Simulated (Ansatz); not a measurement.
Relaxation of a periodic cell of 63 atoms, C (host C, host structure diamond, one C atom removed), cell charge +1, to a largest force component of 0.03 eV/Å in at most 60 steps.

Level of theory: Ansatz, DFT PBEsol, scalar-relativistic, plane waves, PAW. Settings: PAW set soft_1, cutoff 420 eV, k mesh 2x2x2, fermi-dirac smearing 0.05 eV, spin collinear.

```xyz
63
Lattice="7.1400 0.0000 0.0000 0.0000 7.1400 0.0000 0.0000 0.0000 7.1400" Properties=species:S:1:pos:R:3:forces:R:3
C 3.570 0.000 0.000 -1.69 -1.69 -1.69
C 5.355 1.785 0.000 1.69 1.69 -1.67
C 6.247 2.678 0.892 -0.99 -0.99 0.72
C 5.355 0.000 1.785 1.69 -1.67 1.69
C 6.247 0.892 2.678 -0.99 0.72 -0.99
C 0.000 0.000 0.000 0.18 0.02 0.02
C 0.892 0.892 0.892 0.00 0.00 0.00
C 1.785 1.785 0.000 -0.18 -0.02 0.01
C 2.678 2.678 0.892 0.99 -0.99 -0.72
C 3.570 3.570 0.000 0.02 0.18 0.02
C 4.463 4.463 0.892 0.00 0.00 0.00
C 5.355 5.355 0.000 -0.02 -0.18 0.01
C 6.247 6.247 0.892 -0.99 0.99 -0.72
C 1.785 0.000 1.785 -0.18 0.01 -0.02
C 2.678 0.892 2.678 0.99 -0.72 -0.99
C 3.570 1.785 1.785 -1.67 1.69 1.69
C 4.463 2.678 2.678 0.72 -0.99 -0.99
C 5.355 3.570 1.785 -0.02 0.18 -0.02
C 6.247 4.463 2.678 -0.08 0.08 -0.08
C 3.570 0.000 3.570 0.02 0.02 0.18
C 4.463 0.892 4.463 0.00 0.00 0.00
C 5.355 1.785 3.570 -0.02 -0.02 0.18
C 6.247 2.678 4.463 -0.08 -0.08 0.08
C 5.355 0.000 5.355 -0.02 0.01 -0.18
C 6.247 0.892 6.247 -0.99 -0.72 0.99
C 0.000 3.570 0.000 0.14 0.14 -0.60
C 0.892 4.463 0.892 0.00 0.00 0.00
C 1.785 5.355 0.000 -0.14 -0.14 -0.60
C 2.678 6.247 0.892 0.99 0.99 0.72
C 0.000 1.785 1.785 0.18 -0.02 -0.02
C 0.892 2.678 2.678 0.08 -0.08 -0.08
C 1.785 3.570 1.785 -0.14 0.14 0.61
C 2.678 4.463 2.678 0.08 -0.08 -0.08
C 3.570 5.355 1.785 0.01 -0.18 -0.02
C 4.463 6.247 2.678 -0.72 0.99 -0.99
C 0.000 0.000 3.570 0.14 -0.60 0.14
C 0.892 0.892 4.463 0.00 0.00 0.00
C 1.785 1.785 3.570 -0.14 0.61 0.14
C 2.678 2.678 4.463 0.08 -0.08 -0.08
C 3.570 3.570 3.570 -0.60 0.14 0.14
C 4.463 4.463 4.463 0.00 0.00 0.00
C 5.355 5.355 3.570 0.61 -0.14 0.14
C 6.247 6.247 4.463 -0.08 0.08 -0.08
C 1.785 0.000 5.355 -0.14 -0.60 -0.14
C 2.678 0.892 6.247 0.99 0.72 0.99
C 3.570 1.785 5.355 0.01 -0.02 -0.18
C 4.463 2.678 6.247 -0.72 -0.99 0.99
C 5.355 3.570 5.355 0.61 0.14 -0.14
C 6.247 4.463 6.247 -0.08 -0.08 0.08
C 0.000 5.355 1.785 0.14 -0.14 0.61
C 0.892 6.247 2.678 -0.08 0.08 -0.08
C 0.000 3.570 3.570 0.04 0.04 0.04
C 0.892 4.463 4.463 0.00 0.00 0.00
C 1.785 5.355 3.570 -0.04 -0.04 0.04
C 2.678 6.247 4.463 0.08 0.08 0.08
C 0.000 1.785 5.355 0.14 0.61 -0.14
C 0.892 2.678 6.247 -0.08 -0.08 0.08
C 1.785 3.570 5.355 -0.04 0.04 -0.04
C 2.678 4.463 6.247 0.08 0.08 0.08
C 3.570 5.355 5.355 -0.60 -0.14 -0.14
C 4.463 6.247 6.247 0.72 0.99 0.99
C 0.000 5.355 5.355 0.04 -0.04 -0.04
C 0.892 6.247 6.247 0.08 0.08 0.08
```

Question: Where does it end, and by what steps?

Answer: The forces met the threshold. Limits of this set-up: coarse k mesh, PAW files made for another functional, a typed lattice constant that wasn't relaxed here, charged cell in a uniform background, uncorrected. After 3 steps the energy has fallen by 1.021 eV; C1 moved furthest, 0.14 Å.

```json
{"step": "0", "energy less start (eV)": "0.0000", "largest force component (eV/Å)": "1.687", "accepted": "yes"}
{"step": "1", "energy less start (eV)": "-0.7794", "largest force component (eV/Å)": "0.689", "accepted": "yes"}
{"step": "2", "energy less start (eV)": "-1.0143", "largest force component (eV/Å)": "0.108", "accepted": "yes"}
{"step": "3", "energy less start (eV)": "-1.0209", "largest force component (eV/Å)": "0.025", "accepted": "yes"}
```

```xyz
63
Lattice="7.1400 0.0000 0.0000 0.0000 7.1400 0.0000 0.0000 0.0000 7.1400" Properties=species:S:1:pos:R:3
C 3.491 -0.079 -0.079
C 5.434 1.864 -0.079
C 6.235 2.665 0.896
C 5.434 -0.079 1.864
C 6.235 0.896 2.665
C -0.001 0.004 0.004
C 0.892 0.892 0.892
C 1.786 1.781 0.004
C 2.690 2.665 0.889
C 3.574 3.569 0.004
C 4.462 4.463 0.892
C 5.351 5.356 0.004
C 6.235 6.260 0.889
C 1.786 0.004 1.781
C 2.690 0.889 2.665
C 3.491 1.864 1.864
C 4.466 2.665 2.665
C 5.351 3.569 1.781
C 6.247 4.460 2.677
C 3.574 0.004 3.569
C 4.462 0.892 4.463
C 5.351 1.781 3.569
C 6.247 2.677 4.460
C 5.351 0.004 5.356
C 6.235 0.889 6.260
C 0.008 3.578 -0.008
C 0.892 4.463 0.892
C 1.777 5.347 -0.008
C 2.690 6.260 0.896
C -0.001 1.781 1.781
C 0.890 2.677 2.677
C 1.777 3.578 1.793
C 2.678 4.465 2.677
C 3.574 5.356 1.781
C 4.459 6.260 2.665
C 0.008 -0.008 3.578
C 0.892 0.892 4.463
C 1.777 1.793 3.578
C 2.678 2.677 4.465
C 3.562 3.578 3.578
C 4.462 4.463 4.463
C 5.363 5.347 3.578
C 6.247 6.248 4.465
C 1.777 -0.008 5.347
C 2.690 0.896 6.260
C 3.574 1.781 5.356
C 4.459 2.665 6.260
C 5.363 3.578 5.347
C 6.247 4.465 6.248
C 0.008 5.347 1.793
C 0.895 6.248 2.677
C 0.000 3.570 3.570
C 0.893 4.463 4.463
C 1.785 5.355 3.570
C 2.678 6.248 4.460
C 0.008 1.793 5.347
C 0.895 2.677 6.248
C 1.785 3.570 5.355
C 2.678 4.460 6.248
C 3.562 5.347 5.347
C 4.466 6.260 6.260
C 0.000 5.355 5.355
C 0.890 6.248 6.248
```

Whether the end is a true minimum wasn't checked by a vibrational analysis.

The run took 63 s on 4 threads of Arm Neoverse V2, on a shared host, peak memory 1.6 GiB.
